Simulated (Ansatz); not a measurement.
# C2H5BS2: the cost of one run

Method: UKS PBE0/def2-SVP, in Ansatz 0.2.0.

### 1 The system as given

Bond lengths: S1–C2 1.822 Å, C2–C3 1.546 Å, C3–B4 1.473 Å, C3–S5 1.735 Å, B4–S5 1.949 Å, S1–H6 1.475 Å, C2–H7 1.109 Å, C2–H8 1.149 Å, C3–H9 1.124 Å, B4–H10 1.257 Å. Angles (14 of 17 angles, heavy atoms first): S1–C2–C3 110.3°, C2–C3–B4 115.3°, C2–C3–S5 112.6°, B4–C3–S5 74.3°, C3–B4–S5 59.0°, C3–S5–B4 46.7°, S1–C2–H7 111.1°, S1–C2–H8 106.4°, C3–C2–H7 112.6°, C3–C2–H8 110.7°, C2–S1–H6 91.1°, C2–C3–H9 113.2°, B4–C3–H9 119.5°, S5–C3–H9 116.5°.

As a file:

```xyz
10

S     0.5631    0.4879    2.0438
C     0.8749    0.4815    0.2489
C     0.0818   -0.6586   -0.4296
B    -1.2679   -0.2954   -0.8952
S     0.1817   -0.6030   -2.1608
H    -0.8102    0.9823    1.8313
H     0.6597    1.4736   -0.1975
H     2.0060    0.3251    0.1171
H     0.2506   -1.6610    0.0496
H    -2.4566   -0.5835   -0.6046
```

### 2 Relaxing end A

Input file input.yaml:

```yaml
crystal:
  periodic: [false, false, false]
  atoms:
    - { symbol: S, position_ang: [0.5631, 0.4879, 2.0438] }
    - { symbol: C, position_ang: [0.8749, 0.4815, 0.2489] }
    - { symbol: C, position_ang: [0.0818, -0.6586, -0.4296] }
    - { symbol: B, position_ang: [-1.2679, -0.2954, -0.8952] }
    - { symbol: S, position_ang: [0.1817, -0.603, -2.1608] }
    - { symbol: H, position_ang: [-0.8102, 0.9823, 1.8313] }
    - { symbol: H, position_ang: [0.6597, 1.4736, -0.1975] }
    - { symbol: H, position_ang: [2.006, 0.3251, 0.1171] }
    - { symbol: H, position_ang: [0.2506, -1.661, 0.0496] }
    - { symbol: H, position_ang: [-2.4566, -0.5835, -0.6046] }
magnetization:
  spin_polarized: true
basis:
  gaussian: { orbitals: def2-SVP }
hamiltonian:
  xc: pbe0
relax:
  f_tol: 0.02
  max_steps: 50
output:
  orbitals: {}
```

Launch:

```console
$ ansatz run input.yaml --threads 2 --pin off --max-ram 3072MiB --backend cpu --events-out ev --progress --plain --runs-dir out
```

**Question.** How long does this run take on 2 threads of Arm Neoverse N1, shared host, and how much memory does it need?

About 60 s, with a peak of 0.32 GiB.
